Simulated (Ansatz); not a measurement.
# BrClFGeH: basis-set convergence

How large a basis does BrClFGeH need? Two functionals are run in growing sets.

Program: Ansatz 0.2.0, Gaussian basis. Level of theory: one geometry, several basis sets. These are calculated values, not measurements.

Levels to be run: PBE0-D4/def2-SVP; ωB97M-V/def2-SVP; PBE0-D4/def2-QZVPP; ωB97M-V/def2-QZVPP; the functionals' def2-TZVPP values are taken from earlier runs.

**1. The relaxed structure**

An earlier PBE0-D4 in a triple-zeta def2 set relaxation fixed the geometry.

SMILES `[F][GeH]([Cl])[Br]`, 5 atoms, charge 0, spin multiplicity 1.

Atoms are counted from 1 here; the program's logs count them from 0.

Bond lengths: F1–Ge2 1.721 Å, Ge2–Cl3 2.120 Å, Ge2–Br4 2.271 Å, Ge2–H5 1.525 Å. Angles: F1–Ge2–Cl3 106.4°, F1–Ge2–Br4 106.9°, F1–Ge2–H5 108.7°, Cl3–Ge2–Br4 110.2°, Cl3–Ge2–H5 111.7°, Br4–Ge2–H5 112.6°.

**2. PBE0-D4 in def2-SVP**

Input file in.yaml:

```yaml
crystal:
  periodic: [false, false, false]
  atoms:
    - {symbol: F, position_ang: [-0.769868, -0.305742, 1.511608]}
    - {symbol: Ge, position_ang: [0.068831, 0.099312, 0.064326]}
    - {symbol: Cl, position_ang: [1.458301, -1.465121, -0.279250]}
    - {symbol: Br, position_ang: [-1.474461, 0.157922, -1.600829]}
    - {symbol: H, position_ang: [0.767097, 1.440029, 0.262645]}
basis:
  gaussian: {orbitals: def2-SVP}
hamiltonian: {xc: pbe0, dispersion: d4}
output: {orbitals: {seedname: orbitals}}
```

On the command line:

```bash
$ ansatz run in.yaml --threads 4 --pin off --events-out ev --progress --plain --max-ram 10444MiB
```

The runs that follow: ωB97M-V in def2-SVP; PBE0-D4 in def2-QZVPP; ωB97M-V in def2-QZVPP.

Q: Predict the results of all the runs planned. Wanted: PBE0-D4: double and triple zeta above quadruple; ωB97M-V: double and triple zeta above quadruple.

As calculated:

| quantity | value |
| --- | --- |
| PBE0-D4: double and triple zeta above quadruple | 26.67, 3.18 eV |
| ωB97M-V: double and triple zeta above quadruple | 26.50, 3.07 eV |

PBE0-D4 gains 23.49 eV from double to triple zeta, then 3.18 eV more. These are total energies; as a rule much of such shifts cancels in differences, which this series doesn't test.
